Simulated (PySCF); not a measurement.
# Br, Br+: ionisation energy in x2c-TZVPall

Each state of bromine is computed at each level; their differences give the ionisation energy. How far do the methods differ?

Method: unrestricted determinants in a Gaussian basis, no spin-orbit coupling in the energies. Code: PySCF 2.14.0.

**1. What is computed**

```
Element                                   : bromine (Z = 35)
Basis                                     : x2c-TZVPall (6s5p4d1f, 48 functions)
Hamiltonian                               : the spin-free X2C one-electron Hamiltonian (Gaussian nucleus)
State 1                                   : Br: [Ar] 3d10 4s2 4p5, 2P determinant
State 2                                   : Br+: [Ar] 3d10 4s2 4p4, high-spin 3P determinant
Methods                                   : UHF, BP86, LDA, MP2, CCSD(T)
Core shells frozen in the correlated runs : valence: [Ar] 3d10 (for Br)
```

Outer shells as boxes (Hund's rule):

Br [Ar] 3d10 4s2 4p5
```
[Ar] core
3d [↑↓][↑↓][↑↓][↑↓][↑↓]
4s [↑↓]
4p [↑↓][↑↓][↑ ]
```

Br+ [Ar] 3d10 4s2 4p4
```
[Ar] core
3d [↑↓][↑↓][↑↓][↑↓][↑↓]
4s [↑↓]
4p [↑↓][↑ ][↑ ]
```

One driver process ran all states and methods and kept the integrals in memory. Each run is shown as a PySCF script that sums up its settings (the driver passes frozen orbitals as a list and adds second-order terms of double hybrids); the logs are those of the runs themselves. The driver starts from symmetry-adapted Hartree-Fock orbitals, holds the occupation by maximum overlap and uses a logarithmic radial grid for functionals, so a plain start would take other cycles.

It was started by

```console
OMP_NUM_THREADS=1 python atomrun2.py TASK.json OUT
```

The integrals over 48 functions and the set-up took 0.35 s of CPU time.

**2. Br: the ladder of methods**

UHF:

input.py

```python
from pyscf import gto, scf, dft, mp, cc
import basis_set_exchange as bse
mol = gto.M(atom="Br 0 0 0", charge=0, spin=1, symmetry="D2h",
            basis=gto.basis.parse(bse.get_basis("x2c-TZVPall", elements=["Br"], fmt="nwchem", header=False)),
            nucmod="G")
mf = scf.UHF(mol).sfx2c1e()
mf.irrep_nelec = {'Ag': (6, 6), 'B1g': (1, 1), 'B2g': (1, 1), 'B3g': (1, 1), 'B1u': (3, 3), 'B2u': (3, 3), 'B3u': (3, 2)}
mf.kernel()
```

BP86:

Changes to input.py:

```diff
@@ -5,3 +5,3 @@
             nucmod="G")
-mf = scf.UHF(mol).sfx2c1e()
+mf = dft.UKS(mol, xc="B88,P86").sfx2c1e()
 mf.irrep_nelec = {'Ag': (6, 6), 'B1g': (1, 1), 'B2g': (1, 1), 'B3g': (1, 1), 'B1u': (3, 3), 'B2u': (3, 3), 'B3u': (3, 2)}
```

LDA:

Changes to input.py:

```diff
@@ -5,3 +5,3 @@
             nucmod="G")
-mf = dft.UKS(mol, xc="B88,P86").sfx2c1e()
+mf = dft.UKS(mol, xc="LDA,VWN").sfx2c1e()
 mf.irrep_nelec = {'Ag': (6, 6), 'B1g': (1, 1), 'B2g': (1, 1), 'B3g': (1, 1), 'B1u': (3, 3), 'B2u': (3, 3), 'B3u': (3, 2)}
```

MP2 (valence):

Changes to input.py:

```diff
@@ -5,4 +5,5 @@
             nucmod="G")
-mf = dft.UKS(mol, xc="LDA,VWN").sfx2c1e()
+mf = scf.UHF(mol).sfx2c1e()
 mf.irrep_nelec = {'Ag': (6, 6), 'B1g': (1, 1), 'B2g': (1, 1), 'B3g': (1, 1), 'B1u': (3, 3), 'B2u': (3, 3), 'B3u': (3, 2)}
 mf.kernel()
+mp.UMP2(mf, frozen=14).kernel()
```

CCSD(T) (valence):

Changes to input.py:

```diff
@@ -8,2 +8,3 @@
 mf.kernel()
-mp.UMP2(mf, frozen=14).kernel()
+mycc = cc.CCSD(mf, frozen=14).run()
+mycc.ccsd_t()
```

**3. Br+: the ladder of methods**

UHF:

input.py

```python
from pyscf import gto, scf, dft, mp, cc
import basis_set_exchange as bse
mol = gto.M(atom="Br 0 0 0", charge=1, spin=2, symmetry="D2h",
            basis=gto.basis.parse(bse.get_basis("x2c-TZVPall", elements=["Br"], fmt="nwchem", header=False)),
            nucmod="G")
mf = scf.UHF(mol).sfx2c1e()
mf.irrep_nelec = {'Ag': (6, 6), 'B1g': (1, 1), 'B2g': (1, 1), 'B3g': (1, 1), 'B1u': (3, 2), 'B2u': (3, 3), 'B3u': (3, 2)}
mf.kernel()
```

BP86:

Changes to input.py:

```diff
@@ -5,3 +5,3 @@
             nucmod="G")
-mf = scf.UHF(mol).sfx2c1e()
+mf = dft.UKS(mol, xc="B88,P86").sfx2c1e()
 mf.irrep_nelec = {'Ag': (6, 6), 'B1g': (1, 1), 'B2g': (1, 1), 'B3g': (1, 1), 'B1u': (3, 2), 'B2u': (3, 3), 'B3u': (3, 2)}
```

LDA:

Changes to input.py:

```diff
@@ -5,3 +5,3 @@
             nucmod="G")
-mf = dft.UKS(mol, xc="B88,P86").sfx2c1e()
+mf = dft.UKS(mol, xc="LDA,VWN").sfx2c1e()
 mf.irrep_nelec = {'Ag': (6, 6), 'B1g': (1, 1), 'B2g': (1, 1), 'B3g': (1, 1), 'B1u': (3, 2), 'B2u': (3, 3), 'B3u': (3, 2)}
```

MP2 (valence):

Changes to input.py:

```diff
@@ -5,4 +5,5 @@
             nucmod="G")
-mf = dft.UKS(mol, xc="LDA,VWN").sfx2c1e()
+mf = scf.UHF(mol).sfx2c1e()
 mf.irrep_nelec = {'Ag': (6, 6), 'B1g': (1, 1), 'B2g': (1, 1), 'B3g': (1, 1), 'B1u': (3, 2), 'B2u': (3, 3), 'B3u': (3, 2)}
 mf.kernel()
+mp.UMP2(mf, frozen=14).kernel()
```

CCSD(T) (valence):

Changes to input.py:

```diff
@@ -8,2 +8,3 @@
 mf.kernel()
-mp.UMP2(mf, frozen=14).kernel()
+mycc = cc.CCSD(mf, frozen=14).run()
+mycc.ccsd_t()
```

What does the calculation give?

As calculated:

| quantity | value |
| --- | --- |
| ionisation energy, Br | UHF 10.722, CCSD(T) (valence) 11.575 eV; reference 11.844 |

Each level's miss and price (over 1 difference):

```tsv
method	mean absolute miss against the measured value (with the measured fine structure taken into account where it is known) (eV)	CPU time, both states (s)
UHF	1.122	0.41
BP86	0.102	1.3
LDA	0.233	0.66
MP2 (valence)	0.305	0.47
SCS-MP2 (valence)	0.307	0.47
CCSD (valence)	0.303	
CCSD(T) (valence)	0.269	1.8
```

In words: BP86 lands nearest to the measured value (off by 0.10 eV); UHF misses by most (1.12 eV). Hartree-Fock falls short because the species with more electrons holds more correlation energy, which it lacks. LDA is off by +0.23 eV. The basis is finite, and no extrapolation was made. The dearest level timed, CCSD(T) (valence), costs 4.5 times the cheapest, UHF, and differs from the measured value (with the measured fine structure taken into account where it is known) by 0.27 against 1.12 eV.
